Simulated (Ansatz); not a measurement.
# K2YZnC6N6: the cost of one run

Computed with Ansatz 0.2.0 (DFT PBE, scalar-relativistic, plane waves, PAW, unless a step's input says otherwise).

**1. The starting structure**

It takes space group Fm-3m (No. 225, cubic). The conventional cell has a = 10.594 Å, b = 10.594 Å, c = 10.594 Å, α = 90.00°, β = 90.00°, γ = 90.00°. K (site symmetry -43m) has 12 N at 3.77 Å and 12 C at 3.82 Å as nearest neighbours. Y (site symmetry m-3m) is surrounded by 6 N at 2.21 Å. Zn (site symmetry m-3m) has 6 C at 1.92 Å as nearest neighbours. Around C (site symmetry 4mm) lie 1 N at 1.17 Å. Around N (site symmetry 4mm) lie 1 C at 1.17 Å.

Coordinates:

```
CELL_PARAMETERS angstrom
0.00000 5.29700 5.29700
5.29700 0.00000 5.29700
5.29700 5.29700 0.00000
ATOMIC_POSITIONS crystal
K 0.25000 0.25000 0.25000
K 0.75000 0.75000 0.75000
Y 0.50000 0.50000 0.50000
Zn 0.00000 0.00000 0.00000
C 0.81905 0.18095 0.18095
C 0.18095 0.81905 0.18095
C 0.18095 0.18095 0.81905
C 0.18095 0.81905 0.81905
C 0.81905 0.18095 0.81905
C 0.81905 0.81905 0.18095
N 0.70861 0.29139 0.29139
N 0.29139 0.70861 0.29139
N 0.29139 0.29139 0.70861
N 0.29139 0.70861 0.70861
N 0.70861 0.29139 0.70861
N 0.70861 0.70861 0.29139
```

Recipe of the guess: cyanide-bridged rock-salt net of two metals, 2 guest cations a cell (Fm-3m, No. 225). The dimensions are guesses.

**2. A first look at the guess**

Contents of input.yaml:

```yaml
crystal:
  lattice:
    - [0.0, 5.297, 5.297]
    - [5.297, 0.0, 5.297]
    - [5.297, 5.297, 0.0]
  atoms:
    - { symbol: K, position: [0.25, 0.25, 0.25] }
    - { symbol: K, position: [0.75, 0.75, 0.75] }
    - { symbol: "Y", position: [0.5, 0.5, 0.5] }
    - { symbol: Zn, position: [0.0, 0.0, 0.0] }
    - { symbol: C, position: [0.81904852, 0.18095148, 0.18095148] }
    - { symbol: C, position: [0.18095148, 0.81904852, 0.18095148] }
    - { symbol: C, position: [0.18095148, 0.18095148, 0.81904852] }
    - { symbol: C, position: [0.18095148, 0.81904852, 0.81904852] }
    - { symbol: C, position: [0.81904852, 0.18095148, 0.81904852] }
    - { symbol: C, position: [0.81904852, 0.81904852, 0.18095148] }
    - { symbol: "N", position: [0.70860865, 0.29139135, 0.29139135] }
    - { symbol: "N", position: [0.29139135, 0.70860865, 0.29139135] }
    - { symbol: "N", position: [0.29139135, 0.29139135, 0.70860865] }
    - { symbol: "N", position: [0.29139135, 0.70860865, 0.70860865] }
    - { symbol: "N", position: [0.70860865, 0.29139135, 0.70860865] }
    - { symbol: "N", position: [0.70860865, 0.70860865, 0.29139135] }
basis:
  ecutwfc: 420
kpoints:
  mp_grid: { grid: [4, 4, 4] }
hamiltonian:
  xc: pbe
scf:
  occupations: { method: gaussian, width: 0.1 }
  lower_state_search: "off"
output:
  forces: true
  stress: true
  eigenvalues: true
```

Launch:

```console
ansatz run input.yaml --threads 1 --pin off --max-ram 2560MiB --backend cpu --events-out ev --progress --plain --runs-dir out
```

Q: Estimate wall time and peak memory on 1 thread of Intel Xeon at 2.80GHz (Skylake/Cascade Lake), shared host.

About 14 s, with a peak of 0.67 GiB.
